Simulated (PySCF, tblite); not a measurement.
# CH3F3GeS+ (doublet): geometry, infrared bands and EPR parameters

Aim: predict the infrared bands and EPR parameters of CH3F3GeS+ (doublet) (`F[C](F)(F)[GeH2][SH+]`).

Computed with tblite 0.8.0 and PySCF 2.14.0, with density-fitted response routines of our own, on a single molecule in the gas phase. Atoms are numbered from 0 throughout.

## (1) Starting geometry

9 atoms, charge 1, multiplicity 2; geometry from: force field or distance geometry start.

Bonds of the start (Å): F0–C1 1.38, C1–F2 1.40, C1–F3 1.38, C1–Ge4 1.94, Ge4–S5 2.22, Ge4–H6 1.56, Ge4–H7 1.55, S5–H8 1.40.

## (2) Geometry optimisation with GFN2-xTB

Job settings and geometry (Å):

```
{"job": {"kind": "relax", "xc": "GFN2-xTB", "basis": "xTB"}, "charge": 1, "multiplicity": 2}
F     -0.847700    -1.454700    -0.894100
C     -1.086300    -0.488200     0.065500
F     -1.129400    -1.099600     1.320100
F     -2.278800     0.155700    -0.189400
Ge     0.365200     0.803700     0.058900
S      2.284200    -0.221600     0.474400
H      0.436300     1.477000    -1.348900
H      0.113200     1.890900     1.136000
H      2.156900    -1.057200    -0.647600
```

Launch:

```
> OMP_NUM_THREADS=1 python probes_run.py task.json out
```

This one command runs all jobs of the session in turn.

**Question.** This job is followed by: GFN2-xTB harmonic vibrations, gas phase; UKS B3LYP, def2-TZVP-core on Ge, pcH-1 on C F H S, non-relativistic, mean-field spin-orbit, GIAO. Predict these results of the whole session: strongest single infrared mode (GFN2-xTB); zero-point energy (GFN2-xTB); g(iso) (B3LYP); ⟨S²⟩; largest a(iso) (averaged by class).

**Answer**, as computed:

```
                                 quantity                 value
strongest single infrared mode (GFN2-xTB)  986 cm⁻¹, 554 km/mol
             zero-point energy (GFN2-xTB)         21.5 kcal/mol
                           g(iso) (B3LYP)               2.02653
                                     ⟨S²⟩    0.758 (exact 0.75)
       largest a(iso) (averaged by class)  13C on C1, 177.0 MHz
```

**Reading.** Relaxing lowered the energy by 0.490 eV in 48 steps; the close pair that moved most is C1–Ge4, from 1.943 to 2.121 Å. No mode is imaginary among the 21: a minimum at this level. The strongest single mode, at 986 cm⁻¹, is spread over several atoms, C1, F0, F2, F3 among them. GFN2-xTB is a fitted tight-binding method: band positions and strengths are rough. Its intensities can rank the bands wrongly. The largest share of the spin, 0.65 e, sits on S5. The isotropic g lies 24.2 ppt above the free-electron value. The hyperfine terms hold no scalar relativity, which the heavier nuclei need. These values are for one conformer; the search (at its own cheap level) found 1 more, at 0.68 kcal/mol, and measured spectra average over such forms.
